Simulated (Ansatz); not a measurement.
**CCSD(T)/cc-pVDZ run of CH6GeO (SMILES C[O][GeH3])**

What is the vertical ionisation energy of CH6GeO at CCSD(T)/cc-pVDZ? 

Program for the calculation: Ansatz 0.2.0.

64 further runs of the same task are left out: 64 set aside as unsound or not needed.

## Step 1: Starting point

The species is CH6GeO (9 atoms), meant as a singlet with charge 0. As SMILES, `C[O][GeH3]`. The shape is that of a PBE0-D4/def2-TZVP optimisation.

Bond lengths: C1–O2 1.406 Å, O2–Ge3 1.779 Å, C1–H4 1.093 Å, C1–H5 1.099 Å, C1–H6 1.099 Å, Ge3–H7 1.542 Å, Ge3–H8 1.531 Å, Ge3–H9 1.542 Å. Some angles: C1–O2–Ge3 117.8°, O2–C1–H4 108.1°, O2–C1–H5 112.2°, O2–C1–H6 112.2°, O2–Ge3–H7 108.9°, O2–Ge3–H8 104.9°, O2–Ge3–H9 108.9°, H4–C1–H5 108.0°, H4–C1–H6 108.0°, H5–C1–H6 108.1°.

## Step 2: The energy at CCSD(T)/cc-pVDZ

Contents of molecule.yaml:

```yaml
crystal:
  periodic: [false, false, false]
  atoms:
    - {symbol: C, position_ang: [-0.461600, 0.939500, -0.879600]}
    - {symbol: O, position_ang: [-0.657300, -0.383600, -0.447300]}
    - {symbol: Ge, position_ang: [0.409500, -1.004400, 0.834300]}
    - {symbol: H, position_ang: [-1.194400, 1.152600, -1.661500]}
    - {symbol: H, position_ang: [0.540900, 1.094500, -1.301500]}
    - {symbol: H, position_ang: [-0.607700, 1.666800, -0.069200]}
    - {symbol: H, position_ang: [1.870200, -0.939000, 0.345100]}
    - {symbol: H, position_ang: [-0.054100, -2.444000, 1.070300]}
    - {symbol: H, position_ang: [0.242900, -0.128600, 2.092200]}
basis:
  gaussian:
    orbitals: cc-pVDZ
scf:
  omitted_lower_state_checks: [cluster_reference, increment]
accuracy: high
correlation:
  method: ccsd_t
  frozen_orbitals: {C: 1, Ge: 9, H: 0, O: 1}
```

On the command line:

```bash
ansatz run molecule.yaml --threads 1 --pin off --max-ram 3480MiB --events-out events.jsonl --progress --plain --runs-dir runs
```

The program printed, shortened:

```text
Warning: RAYON_NUM_THREADS=1 ignored (pool sized by the plan → 1); use --threads N
Functional definition: HF
  name "HF"
[...]
2014 factors; integrals over basis functions are off by at most 4.4e-9 eV
[...]
mean field -59635.24907754 eV, -2191.5549813761 hartree, gradient 4.2e-8 eV, S^2 0.000000; 0 other end points of the search recorded, 0 dependent functions left out
11 core orbitals not correlated: weight in the atoms' cores, before any rotation towards them, 1.000 or more for the frozen orbitals, at most 0.000 for the correlated occupied ones
reference -59635.24907754 eV, -2191.5549813761 hartree; 15, 15 occupied and 59, 59 virtual orbitals, 2014 factors
second order -12.36327929 eV of doubles, -0.00000000 eV of singles
cycle   1  -12.99676479 eV  change   -6.3e-1 eV  update   8.9e-2
[...]
cycle  19  -13.49174457 eV  change  -1.3e-10 eV  update   2.0e-9
perturbative correction -0.34120254 eV, -0.0125389620 hartree
Total energy: -59649.08202465 eV, -2192.0633328061 hartree
Checks for a lower state left out: cluster_reference, increment
```

It took 17 s on 1 thread of Arm Neoverse V2, shared host; peak memory 0.48 GiB.

## Step 3: The doublet cation at the same level

Contents of in.yaml:

```yaml
crystal:
  periodic: [false, false, false]
  atoms:
    - {symbol: C, position_ang: [-0.461600, 0.939500, -0.879600]}
    - {symbol: O, position_ang: [-0.657300, -0.383600, -0.447300]}
    - {symbol: Ge, position_ang: [0.409500, -1.004400, 0.834300]}
    - {symbol: H, position_ang: [-1.194400, 1.152600, -1.661500]}
    - {symbol: H, position_ang: [0.540900, 1.094500, -1.301500]}
    - {symbol: H, position_ang: [-0.607700, 1.666800, -0.069200]}
    - {symbol: H, position_ang: [1.870200, -0.939000, 0.345100]}
    - {symbol: H, position_ang: [-0.054100, -2.444000, 1.070300]}
    - {symbol: H, position_ang: [0.242900, -0.128600, 2.092200]}
basis:
  gaussian:
    orbitals: cc-pVDZ
total_charge: 1
magnetization:
  spin_polarized: true
  initial_magnetization: 1
correlation:
  method: ccsd_t
  frozen_orbitals: {C: 1, Ge: 9, H: 0, O: 1}
accuracy: high
scf:
  omitted_lower_state_checks: [cluster_reference, increment]
```

On the command line:

```bash
ansatz run in.yaml --threads 1 --pin off --max-ram 3480MiB --events-out events.jsonl --progress --plain --runs-dir runs
```

The program printed, shortened:

```text
Warning: RAYON_NUM_THREADS=1 ignored (pool sized by the plan → 1); use --threads N
[... 2 set-up lines as earlier in the session ...]
[...]
2015 factors; integrals over basis functions are off by at most 4.4e-9 eV
[...]
mean field -59626.29324792 eV, -2191.2258607079 hartree, gradient 8.8e-8 eV, S^2 0.761668; 4 other end points of the search recorded, 0 dependent functions left out
11 core orbitals not correlated: weight in the atoms' cores, before any rotation towards them, 1.000 or more for the frozen orbitals, at most 0.000 for the correlated occupied ones
reference -59626.29324792 eV, -2191.2258607079 hartree; 15, 14 occupied and 59, 60 virtual orbitals, 2015 factors
second order -10.98104892 eV of doubles, -0.00000000 eV of singles
cycle   1  -11.90370965 eV  change   -9.2e-1 eV  update   9.6e-2
[...]
cycle  30  -12.50840038 eV  change    1.2e-9 eV  update   1.5e-9
perturbative correction -0.33126911 eV, -0.0121739151 hartree
Total energy: -59639.13291741 eV, -2191.6977098586 hartree
Checks for a lower state left out: cluster_reference, increment
```

Run time: 73 s. Hardware: 1 thread of Arm Neoverse V2, shared host; peak memory 0.89 GiB.

## Step 4: Summary of results

At CCSD(T)/cc-pVDZ, 11 core orbitals frozen:

| quantity | value |
| --- | --- |
| singlet CH6GeO: total energy | -2192.06333 Eh |
| singlet CH6GeO: correlation energy (11 core orbitals frozen) | -508.4 mEh |
| singlet CH6GeO: (T) correction | -12.54 mEh |
| singlet CH6GeO: T1 diagnostic | 0.010 |
| doublet cation: total energy | -2191.69771 Eh |
| doublet cation: correlation energy (11 core orbitals frozen) | -471.8 mEh |
| doublet cation: (T) correction | -12.17 mEh |
| doublet cation: ⟨S²⟩ of the reference determinant | 0.762 |
| doublet cation: T1 diagnostic | 0.025 |
| vertical ionisation energy (to the doublet cation) | 9.949 eV |

What this shows: Removing an electron at fixed nuclei costs 9.95 eV (960 kJ/mol). The triples (singlet CH6GeO) make up 2.5 % of the correlation energy. The triples (doublet cation) make up 2.6 % of the correlation energy.
